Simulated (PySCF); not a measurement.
# A diatomic session: BeZn+

One job finds the state of BeZn+, follows it along the bond with each method and fits the curves.

The runs use PySCF 2.14.0; Be x2c-SVPall, Zn x2c-SVPall, spin-free X2C with a Gaussian nucleus.

## 1. The job

The job is set up so:

- atoms: Be, Zn
- charge: 1
- basis: Be x2c-SVPall, Zn x2c-SVPall
- Hamiltonian: spin-free X2C with a Gaussian nucleus
- basis functions: 45
- electrons treated: 33
- masses in u: 9.0122, 63.9291
- levels: PBE0, PBE, r²SCAN, M06, LDA, PW91, LC-ωPBE, HF, MP2, SCS-MP2, CCSD, CCSD(T)
- grid: 80 radial by 434 angular points
- occupations: held fixed by the projection of orbital angular momentum
- dissociation limit: Be+ + Zn, each in its ground configuration
- starting distance in angstrom: 2.250
- values of 2S to try: 1, 3

Run with:

```bash
> OMP_NUM_THREADS=1 python dia.py task.json out
```

Further steps of the session: The PBE0 curve of the state that the search chose; Higher solutions at PBE0; PBE (GGA); r²SCAN; M06; LDA; PW91 (GGA); LC-ωPBE; ROHF (mean field); Correlated methods on the Hartree–Fock reference.

Before running it: what results should come out? Wanted: for each run, Re; ωe; De; μ.

The runs gave:

Lowest PBE0 solution found, without spin–orbit coupling: ²Σ⁺ (doublet), unpaired electrons σ ↑. State 2 has its PBE0 minimum 4.16 eV higher. The other levels ran on the lowest alone.

| level | Re (Å) | ωe (cm⁻¹) | De (eV) | μ (D) |
| --- | --- | --- | --- | --- |
| ROHF | 2.449 | 365 | 1.48 | -1.90 |
| ROHF-MP2 | 2.396 | 375 | 1.64 | n/a |
| ROHF-SCS-MP2 | 2.411 | 368 | 1.62 | n/a |
| ROHF-CCSD | 2.423 | 366 | 1.77 | n/a |
| ROHF-CCSD(T) | 2.418 | 367 | 1.77 | n/a |
| LDA | 2.343 | 378 | 1.92 | -3.99 |
| PBE | 2.385 | 362 | 1.89 | -3.73 |
| PW91 | 2.380 | 363 | 1.91 | -3.74 |
| r²SCAN | 2.368 | 378 | 1.85 | -3.75 |
| PBE0 | 2.395 | 367 | 1.91 | -3.48 |
| M06 | 2.424 | 332 | 1.44 | -4.40 |
| LC-ωPBE | 2.382 | 380 | 1.92 | -3.23 |

De is counted to Be+ + Zn in their ground configurations. A positive dipole points from Be to Zn; in an ion it is taken about the centre of mass and does not tell which atom is negative.

Differences from CCSD(T) in the same basis:

| level | Re (mÅ) | ωe (%) |
| --- | --- | --- |
| ROHF | +30 | -0.7 |
| ROHF-MP2 | -23 | +2.1 |
| ROHF-SCS-MP2 | -8 | +0.2 |
| ROHF-CCSD | +5 | -0.5 |
| LDA | -75 | +2.8 |
| PBE | -33 | -1.5 |
| PW91 | -38 | -1.3 |
| r²SCAN | -50 | +2.8 |
| PBE0 | -23 | -0.1 |
| M06 | +6 | -9.7 |
| LC-ωPBE | -37 | +3.3 |

**Reading.** Judged by CCSD(T) in the same basis: best bond length ROHF-CCSD (+5 mÅ), worst LDA (-75 mÅ); best wavenumber PBE0 (-0.1 %), worst M06 (-9.7 %). CCSD(T) in a basis this small is itself some way from its limit, more so than the functionals. Among the levels with a De in the table, it runs from 1.44 eV (M06) to 1.92 eV (LC-ωPBE).

Correlated steps freeze 5 core orbitals.
